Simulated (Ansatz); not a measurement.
# CCo: the cost of one run

Program: Ansatz 0.2.0, Gaussian basis. Level of theory: def2-TZVPP, core rule «outside noble gas», up to 10 orbitals frozen. These are calculated values, not measurements.

The runs, in order: UHF; ROHF; CCSD(T) on UHF.

2 further runs of the same task are left out: 2 set aside as unsound or not needed.

**1. The geometry**

The geometry is a PBE0/def2-TZVP stationary point (not a proven minimum) of the parent state, kept for this charge and spin.

2 atoms, charge 1, spin multiplicity 3.

Atoms are counted from 1 here; the program's logs count them from 0.

Bond lengths: Co1–C2 1.692 Å.

**2. UHF**

File in.yaml:

```yaml
crystal:
  periodic: [false, false, false]
  atoms:
    - {symbol: Co, position_ang: [0.000000, 0.000000, 0.000000]}
    - {symbol: C, position_ang: [0.000000, 0.000000, 1.692200]}
basis:
  gaussian: {orbitals: def2-TZVPP}
total_charge: 1
magnetization: {spin_polarized: true, initial_magnetization: 2}
hamiltonian: {xc: hf}
output: {orbitals: {seedname: orbitals}}
```

Started as:

```bash
$ ansatz run in.yaml --threads 1 --pin off --events-out ev --progress --plain --max-ram 4096MiB --backend cpu
```

Q: Estimate wall time and peak memory on 1 thread of AMD EPYC 7R13, shared host.

About 48 s, with a peak of 0.26 GiB.
